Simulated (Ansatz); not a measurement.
**C3H3Si with multiplicity 2: a nudged elastic band in two tries**

The task is a band of images between two relaxed ends. SMILES of the start: C[C]1C#[Si]1.

Method: UKS PBE/6-31G, in Ansatz 0.2.0.

**1. The system as given**

Bond lengths: C1–C2 1.479 Å, C2–C3 1.334 Å, C2–Si4 2.015 Å, C3–Si4 1.942 Å, C1–H5 1.105 Å, C1–H6 1.103 Å, C1–H7 1.105 Å. Angles: C1–C2–C3 150.5°, C1–C2–Si4 142.1°, C3–C2–Si4 67.3°, C2–C1–H5 110.8°, C2–C1–H6 111.6°, C2–C1–H7 110.4°, H5–C1–H6 108.6°, H5–C1–H7 108.1°, H6–C1–H7 107.2°, C2–C3–Si4 73.3°, C2–Si4–C3 39.4°.

As a file:

```xyz
7

C    -0.2894    0.8090   -0.0717
C     0.3050   -0.5282    0.1440
C     1.1790   -1.3248    0.7621
Si    0.1686   -2.4463   -0.4593
H     0.3391    1.5957    0.3831
H    -0.4094    1.0310   -1.1457
H    -1.2929    0.8635    0.3875
```

**2. The run**

The input, input.yaml:

```yaml
crystal:
  periodic: [false, false, false]
  atoms:
    - { symbol: C, position_ang: [-0.289363, 0.808976, -0.071741] }
    - { symbol: C, position_ang: [0.30505, -0.528176, 0.144026] }
    - { symbol: C, position_ang: [1.178999, -1.324768, 0.762076] }
    - { symbol: Si, position_ang: [0.168558, -2.446278, -0.459304] }
    - { symbol: H, position_ang: [0.339081, 1.595736, 0.383123] }
    - { symbol: H, position_ang: [-0.409424, 1.030997, -1.145674] }
    - { symbol: H, position_ang: [-1.292901, 0.863513, 0.387503] }
magnetization:
  spin_polarized: true
  initial_magnetization: 1
basis:
  gaussian: { orbitals: "6-31G" }
hamiltonian:
  xc: pbe
neb:
  order_check: false
  images: 9
  f_tol: 0.03
  max_iterations: 8
  initial_path: idpp
  final_atoms:
    - { symbol: C, position: [-0.26658151, 0.81782111, -0.05913692] }
    - { symbol: C, position: [0.08182139, -0.60890841, 0.11769909] }
    - { symbol: C, position: [-0.22287062, -1.82918043, 0.56505673] }
    - { symbol: Si, position: [1.51862071, -1.96144368, -0.28383343] }
    - { symbol: H, position: [0.62795427, 1.45823665, -0.12758921] }
    - { symbol: H, position: [-0.84535602, 0.95177335, -0.99162152] }
    - { symbol: H, position: [-0.89358822, 1.17170141, 0.77943425] }
```

On the command line:

```
ansatz run input.yaml --threads 1 --pin off --max-ram 2048MiB --backend cpu --events-out ev --progress --plain --runs-dir out
```

**Question.** What will these runs give? Wanted: first try.

The runs gave:

```
 quantity                                                                                                      value
first try                                                                                                    refused
    cause  the second end is typed under the key for fractional positions, which a molecule without a cell can't use
```

**Reading.** The fault in the first input was caught at the input check and cost nothing.
